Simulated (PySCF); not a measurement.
# C₈H₈O₄: NMR shifts at several levels of theory, part 1 of 2

Aim: compute the NMR shifts of C₈H₈O₄ (`CC(=O)Oc1cc(O)cc(O)c1`) at several levels, and see how far they spread and what each costs.

Programs: PySCF 2.14.0, with density-fitted response routines of our own. Each step states its level of theory. These are calculated values for one molecule in the gas phase, unless marked as measured. Atoms count from 0, in the outputs and in this text.

## 1. Starting geometry

20 atoms, charge 0, multiplicity 1; geometry from: GFN2-xTB.

Bonds of the start (Å): C0–C1 1.51, C1–O2 1.20, C1–O3 1.34, O3–C4 1.39, C4–C5 1.39, C5–C6 1.39, C6–O7 1.36, C6–C8 1.39, C8–C9 1.39, C9–O10 1.36, C9–C11 1.39, C11–C4 1.39, C0–H12 1.09, C0–H13 1.09, C0–H14 1.09, C5–H15 1.08, O7–H16 0.97, C8–H17 1.08, O10–H18 0.97, C11–H19 1.08.

## 2. Geometry optimisation at PBE0-D3(BJ)/def2-SVP

The job: settings as JSON, then the geometry in Å.

```
{"job": {"xc": "PBE0", "basis": "def2-SVP", "d3": "d3bj", "grid": 1, "kind": "geom"}, "charge": 0, "multiplicity": 1}
C      4.013310     0.161120    -0.065680
C      2.611230     0.138970     0.485200
O      2.330530     0.149240     1.652410
O      1.728090     0.108480    -0.526750
C      0.357490     0.026910    -0.328790
C     -0.214110    -0.660820     0.730240
C     -1.599660    -0.725190     0.823410
O     -2.212970    -1.374620     1.842940
C     -2.398720    -0.126610    -0.142280
C     -1.812120     0.549030    -1.202870
O     -2.555660     1.145990    -2.166790
C     -0.427680     0.631150    -1.298140
H      4.241170    -0.814980    -0.489630
H      4.089560     0.901750    -0.856660
H      4.714130     0.382610     0.733270
H      0.403560    -1.129390     1.479840
H     -1.550960    -1.714660     2.457700
H     -3.472080    -0.197430    -0.048520
H     -3.494130     1.018710    -1.980350
H      0.026690     1.156630    -2.120110
```

The log of the run:

```text
step   0  E = -609.46950456  max force = 0.012709
step   1  E = -609.47091985  max force = 0.004285
step   2  E = -609.47099304  max force = 0.003698
step   3  E = -609.47109853  max force = 0.001677
step   4  E = -609.47112008  max force = 0.002826
step   5  E = -609.47123957  max force = 0.001233
step   6  E = -609.47129701  max force = 0.001002
step   7  E = -609.47136318  max force = 0.001158
step   8  E = -609.47146764  max force = 0.000999
step   9  E = -609.47157576  max force = 0.001594
step  10  E = -609.47146221  max force = 0.003417
step  11  E = -609.47157176  max force = 0.001622
step  12  E = -609.47162936  max force = 0.000567
step  13  E = -609.47163257  max force = 0.000404
optimisation converged
```

Run time: 3.5 min. Hardware: 8 threads of Arm Neoverse V1, shared host.

Along the way: (the energy doesn't fall at every step)

```
step  energy from step 0 (eV)  largest force component (eV/Å)
   0                   0.0000                          0.6535
   1                  -0.0385                          0.2203
   2                  -0.0405                          0.1902
   3                  -0.0434                          0.0862
   4                  -0.0440                          0.1453
   5                  -0.0472                          0.0634
   6                  -0.0488                          0.0515
   7                  -0.0506                          0.0595
   8                  -0.0534                          0.0514
   9                  -0.0564                          0.0820
  10                  -0.0533                          0.1757
  11                  -0.0563                          0.0834
  12                  -0.0578                          0.0292
  13                  -0.0579                          0.0208
```

Distances of close pairs at the start and the end, largest changes first:

```
   bond  before (Å)  after (Å)  change (Å)
C11–H19       1.076      1.089      +0.013
 C0–H13       1.086      1.099      +0.013
 C8–H17       1.080      1.092      +0.013
 C0–H12       1.088      1.100      +0.012
  O3–C4       1.387      1.377      -0.010
  C4–C5       1.386      1.396      +0.010
 C0–H14       1.086      1.095      +0.010
 C5–H15       1.078      1.087      +0.009
```

The final coordinates are the input of the step that follows.

```
                         at the end point                value
  point group (found at 0.08 Å tolerance)                   C1
rotational constants (GHz, main isotopes)  1.602, 0.591, 0.433
                        dipole moment (D)                 0.44
```

## 3. Shielding tensors: PBE0/pcSseg-1

The job: settings as JSON, then the geometry in Å.

```
{"job": {"kind": "nmr", "xc": "PBE0", "basis": "pcSseg-1", "pop": false}, "charge": 0, "multiplicity": 1}
C      4.009991     0.263978    -0.109720
C      2.671108    -0.119742     0.446168
O      2.492973    -0.715699     1.472205
O      1.698525     0.300414    -0.390819
C      0.344732     0.106164    -0.231308
C     -0.244903    -0.525916     0.864582
C     -1.638241    -0.646311     0.883339
O     -2.275695    -1.247278     1.907068
C     -2.422928    -0.148507    -0.157778
C     -1.804235     0.480558    -1.239542
O     -2.506052     0.983313    -2.274352
C     -0.415058     0.610785    -1.283193
H      4.185026    -0.277561    -1.051374
H      4.031993     1.337651    -0.342986
H      4.791470     0.011482     0.614926
H      0.366924    -0.913134     1.675838
H     -1.623553    -1.539317     2.553049
H     -3.508267    -0.261025    -0.105093
H     -3.444289     0.826720    -2.124999
H      0.068148     1.100314    -2.127571
```

With the program's defaults for keys left out, this is: GIAO PBE0/pcSseg-1 NMR shielding, non-relativistic, gas phase.

The log of the run:

```text
coarse grid: 17992 points
cycle   1  E = -609.4799608658  dE =  2.492e+00  |g| = 1.143e+00  |ddm| = 4.502e+00
cycle   2  E = -609.0887068268  dE =  3.913e-01  |g| = 1.865e+00  |ddm| = 2.394e+00
cycle   3  E = -609.6968655917  dE = -6.082e-01  |g| = 3.536e-01  |ddm| = 1.685e+00
cycle   4  E = -609.7201786599  dE = -2.331e-02  |g| = 9.630e-02  |ddm| = 3.235e-01
cycle   5  E = -609.7214818923  dE = -1.303e-03  |g| = 3.855e-02  |ddm| = 8.415e-02
cycle   6  E = -609.7217953141  dE = -3.134e-04  |g| = 8.141e-03  |ddm| = 3.623e-02
cycle   7  E = -609.7218095778  dE = -1.426e-05  |g| = 2.889e-03  |ddm| = 9.972e-03
cycle   8  E = -609.7218114550  dE = -1.877e-06  |g| = 8.218e-04  |ddm| = 3.326e-03
final grid: 177472 points
cycle   9  E = -609.8327131526  dE = -2.991e-05  |g| = 1.590e-02  |ddm| = 5.703e-02
cycle  10  E = -609.8326420641  dE =  7.109e-05  |g| = 2.535e-02  |ddm| = 2.986e-02
cycle  11  E = -609.8327595189  dE = -1.175e-04  |g| = 1.879e-03  |ddm| = 1.912e-02
cycle  12  E = -609.8327601206  dE = -6.017e-07  |g| = 5.625e-04  |ddm| = 1.622e-03
cycle  13  E = -609.8327601708  dE = -5.026e-08  |g| = 2.010e-04  |ddm| = 5.425e-04
cycle  14  E = -609.8327601792  dE = -8.338e-09  |g| = 3.952e-05  |ddm| = 1.881e-04
cycle  15  E = -609.8327601795  dE = -2.951e-10  |g| = 1.576e-05  |ddm| = 4.394e-05
converged SCF energy = -609.8327601795

GIAO shielding tensors (ppm)
atom      isotropic    diamagn.    paramagn.     s11        s22        s33       span
  0 C      160.462     248.242     -87.780    135.716    153.921    191.750     56.034
  1 C       12.230     247.852    -235.622    -94.463     63.321     67.831    162.293
  2 O     -127.383     405.767    -533.150   -429.880   -219.113    266.844    696.724
  3 O       90.341     405.571    -315.230    -83.475    134.017    220.479    303.954
  4 C       24.280     256.744    -232.465    -66.970     33.928    105.881    172.851
  5 C       84.895     260.930    -176.035     27.433     71.161    156.091    128.658
  6 C       21.031     257.683    -236.652    -66.917     11.026    118.984    185.901
  7 O      205.870     388.468    -182.597    151.382    222.403    243.826     92.444
  8 C       85.501     258.664    -173.163     25.504     82.889    148.110    122.606
  9 C       20.896     258.558    -237.662    -67.573      9.934    120.326    187.899
 10 O      207.530     387.084    -179.554    153.758    224.947    243.886     90.128
 11 C       83.705     254.008    -170.303     22.522     73.574    155.020    132.498
 12 H       28.888      27.235       1.654     25.388     27.955     33.322      7.934
 13 H       28.985      27.784       1.201     25.139     28.429     33.385      8.246
 14 H       29.491      24.962       4.529     25.260     28.024     35.191      9.931
 15 H       23.264      35.921     -12.657     15.885     24.105     29.804     13.919
 16 H       27.279      33.363      -6.084     19.234     26.600     36.004     16.770
 17 H       25.365      31.278      -5.913     21.572     26.184     28.338      6.766
 18 H       27.415      30.529      -3.114     19.472     26.337     36.436     16.965
 19 H       25.102      32.664      -7.561     21.036     25.631     28.639      7.603
```

Wall time 43 s (8 threads of Arm Neoverse V1, shared host).

The references, computed at this level on geometries of the same kind, shield at (ppm): ¹H TMS 31.27, ¹³C TMS 184.4, ¹⁷O H2O 334.6. Their shielding less the atom's gives the shift. The references are single molecules in the gas phase, so shifts against H2O, NH3, PH3, H3PO4 or CFCl3 are not on the usual liquid scales and can be off by tens of ppm. Atoms listed in one row are averaged.

```
        atoms                                  environment  σ (ppm)  δ (ppm)  δ scaled to CDCl3
           C1                        ester carbonyl carbon     12.2    172.2              166.7
       C6, C9               aromatic carbon bearing oxygen     21.0    163.4              158.2
           C4               aromatic carbon bearing oxygen     24.3    160.1              155.0
      C5, C11                                  aromatic CH     84.3    100.1               96.7
           C8                                  aromatic CH     85.5     98.9               95.5
           C0                methyl carbon α to a carbonyl    160.5     23.9               22.7
     H15, H19                   hydrogen on an aromatic CH    24.18     7.08               6.93
          H17                   hydrogen on an aromatic CH    25.36     5.90               5.81
     H16, H18             hydrogen on a phenol-type oxygen    27.35     3.92                  –
H12, H13, H14  hydrogen on a methyl carbon α to a carbonyl    29.12     2.15               2.25
           O2                        ester carbonyl oxygen   -127.4    461.9                  –
           O3                          ester alkoxy oxygen     90.3    244.2                  –
      O7, O10                           phenol-type oxygen    206.7    127.9                  –
```

The scaled column applies a straight-line fit of computed shieldings to shifts measured in CDCl3 (root-mean-square error 0.21 ppm for H, 2.0 ppm for C).

Ring of atoms C4, C5, C6, C8, C9, C11: NICS(0) -11.1, NICS(1) -10.0, NICS(1)zz -22.0 ppm (means of both faces).

## 4. Shielding tensors: PBE/pcSseg-1

The job, as its differences from that of step 3:

```diff
@@ -1,2 +1,2 @@
-{"job": {"kind": "nmr", "xc": "PBE0", "basis": "pcSseg-1", "pop": false}, "charge": 0, "multiplicity": 1}
+{"job": {"kind": "nmr", "xc": "PBE", "basis": "pcSseg-1", "pop": false}, "charge": 0, "multiplicity": 1}
 C      4.009991     0.263978    -0.109720
```

Method: GIAO PBE/pcSseg-1 NMR shielding, non-relativistic, gas phase.

The log of the run:

```text
coarse grid: 17992 points
cycle   1  E = -609.3526780522  dE =  2.164e+00  |g| = 1.319e+00  |ddm| = 4.580e+00
cycle   2  E = -608.2550851980  dE =  1.098e+00  |g| = 2.702e+00  |ddm| = 3.755e+00
cycle   3  E = -609.5647620443  dE = -1.310e+00  |g| = 7.227e-01  |ddm| = 3.010e+00
cycle   4  E = -609.6709290267  dE = -1.062e-01  |g| = 1.763e-01  |ddm| = 6.777e-01
cycle   5  E = -609.6739165733  dE = -2.988e-03  |g| = 1.120e-01  |ddm| = 1.936e-01
cycle   6  E = -609.6765127407  dE = -2.596e-03  |g| = 2.922e-02  |ddm| = 1.132e-01
cycle   7  E = -609.6767167926  dE = -2.041e-04  |g| = 1.049e-02  |ddm| = 3.917e-02
cycle   8  E = -609.6767415860  dE = -2.479e-05  |g| = 3.789e-03  |ddm| = 1.276e-02
cycle   9  E = -609.6767449437  dE = -3.358e-06  |g| = 9.018e-04  |ddm| = 4.466e-03
final grid: 177472 points
cycle  10  E = -609.8264527199  dE =  2.618e-06  |g| = 2.608e-02  |ddm| = 7.979e-02
cycle  11  E = -609.8259552518  dE =  4.975e-04  |g| = 5.737e-02  |ddm| = 6.314e-02
cycle  12  E = -609.8265739420  dE = -6.187e-04  |g| = 6.493e-03  |ddm| = 4.748e-02
cycle  13  E = -609.8265817226  dE = -7.781e-06  |g| = 1.694e-03  |ddm| = 5.583e-03
cycle  14  E = -609.8265821908  dE = -4.682e-07  |g| = 6.278e-04  |ddm| = 1.736e-03
cycle  15  E = -609.8265822677  dE = -7.691e-08  |g| = 2.167e-04  |ddm| = 6.438e-04
cycle  16  E = -609.8265822792  dE = -1.156e-08  |g| = 5.262e-05  |ddm| = 2.483e-04
cycle  17  E = -609.8265822798  dE = -5.607e-10  |g| = 2.387e-05  |ddm| = 7.086e-05
converged SCF energy = -609.8265822798

GIAO shielding tensors (ppm)
atom      isotropic    diamagn.    paramagn.     s11        s22        s33       span
  0 C      156.400     248.897     -92.497    130.216    150.557    188.426     58.210
  1 C       11.917     248.529    -236.612    -88.364     55.804     68.312    156.676
  2 O     -124.310     406.453    -530.763   -414.121   -210.767    251.959    666.079
  3 O       74.988     405.089    -330.101    -96.416    108.824    212.556    308.972
  4 C       22.578     256.699    -234.121    -59.916     29.594     98.057    157.973
  5 C       82.536     261.357    -178.821     27.941     70.315    149.353    121.412
  6 C       19.369     258.267    -238.898    -59.752      6.726    111.134    170.886
  7 O      191.990     387.996    -196.006    136.277    209.302    230.390     94.113
  8 C       83.637     258.599    -174.962     27.279     82.417    141.215    113.936
  9 C       19.282     258.902    -239.620    -60.502      5.740    112.609    173.111
 10 O      193.900     385.971    -192.070    139.227    211.788    230.685     91.458
 11 C       82.122     254.258    -172.137     24.579     72.554    149.232    124.654
 12 H       28.832      27.573       1.259     25.466     28.059     32.972      7.505
 13 H       28.931      28.143       0.788     25.221     28.512     33.060      7.839
 14 H       29.545      25.071       4.473     25.574     28.170     34.889      9.315
 15 H       23.194      36.374     -13.180     15.950     23.850     29.783     13.833
 16 H       27.296      33.710      -6.414     19.943     26.759     35.186     15.243
 17 H       25.501      31.336      -5.835     22.149     26.023     28.331      6.182
 18 H       27.426      30.651      -3.226     20.171     26.495     35.612     15.440
 19 H       25.283      33.004      -7.720     21.683     25.537     28.629      6.946
```

It took 28 s on 8 threads of Arm Neoverse V1, shared host.

This run: δ C1 168.1, C6 160.7, C4 157.5, C5 97.7, H15 6.96, H17 5.70 ppm (means over like atoms).

(Continued in part 2 of 2.)
